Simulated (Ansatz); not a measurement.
# C3H8GeSe: the cost of one run

All numbers below are computed with Ansatz 0.2.0 (RHF/def2-SVP).

## Step 1: The structure to begin with

Bond lengths: C1–C2 1.492 Å, C2–Ge3 1.963 Å, C2–C4 1.505 Å, Ge3–C4 1.944 Å, C4–Se5 1.884 Å, C1–H6 1.114 Å, C1–H7 1.073 Å, C1–H8 1.159 Å, C2–H9 1.158 Å, Ge3–H10 1.600 Å, Ge3–H11 1.526 Å, C4–H12 1.130 Å, Se5–H13 1.596 Å. Angles (14 of 25 angles, heavy atoms first): C1–C2–Ge3 111.3°, C1–C2–C4 119.0°, Ge3–C2–C4 66.7°, C2–Ge3–C4 45.3°, C2–C4–Ge3 68.0°, C2–C4–Se5 116.1°, Ge3–C4–Se5 115.8°, C1–C2–H9 118.0°, Ge3–C2–H9 116.4°, C4–C2–H9 115.0°, C2–C1–H6 113.5°, C2–C1–H7 111.8°, C2–C1–H8 105.8°, C2–Ge3–H10 106.4°.

As a file:

```xyz
13

C    -1.4433   -0.5821    0.4229
C    -0.0674   -0.0132    0.5185
Ge    1.2217   -1.0908   -0.4970
C     0.5067    0.7088   -0.6707
Se    1.7077    2.1098   -0.2891
H    -1.7132   -0.9219   -0.6032
H    -1.6109   -1.3470    1.1572
H    -2.1650    0.3012    0.6293
H     0.2885    0.3799    1.5480
H     2.5273   -1.2160    0.4190
H     0.5040   -2.2978   -1.0954
H    -0.2396    0.8132   -1.5132
H     0.5039    3.1209   -0.0115
```

## Step 2: Relaxing end A

Input file input.yaml:

```yaml
crystal:
  periodic: [false, false, false]
  atoms:
    - { symbol: C, position_ang: [-1.4433, -0.5821, 0.4229] }
    - { symbol: C, position_ang: [-0.0674, -0.0132, 0.5185] }
    - { symbol: Ge, position_ang: [1.2217, -1.0908, -0.497] }
    - { symbol: C, position_ang: [0.5067, 0.7088, -0.6707] }
    - { symbol: Se, position_ang: [1.7077, 2.1098, -0.2891] }
    - { symbol: H, position_ang: [-1.7132, -0.9219, -0.6032] }
    - { symbol: H, position_ang: [-1.6109, -1.347, 1.1572] }
    - { symbol: H, position_ang: [-2.165, 0.3012, 0.6293] }
    - { symbol: H, position_ang: [0.2885, 0.3799, 1.548] }
    - { symbol: H, position_ang: [2.5273, -1.216, 0.419] }
    - { symbol: H, position_ang: [0.504, -2.2978, -1.0954] }
    - { symbol: H, position_ang: [-0.2396, 0.8132, -1.5132] }
    - { symbol: H, position_ang: [0.5039, 3.1209, -0.0115] }
basis:
  gaussian: { orbitals: def2-SVP }
hamiltonian:
  xc: hf
relax:
  f_tol: 0.015
  max_steps: 40
output:
  orbitals: {}
```

On the command line:

```console
ansatz run input.yaml --threads 2 --pin off --max-ram 3072MiB --backend cpu --events-out ev --progress --plain --runs-dir out
```

**Question.** How long does this run take on 2 threads of Intel Xeon Platinum 8259CL at 2.50GHz (Skylake/Cascade Lake), shared host, and how much memory does it need?

About 69 s, with a peak of 0.5 GiB.
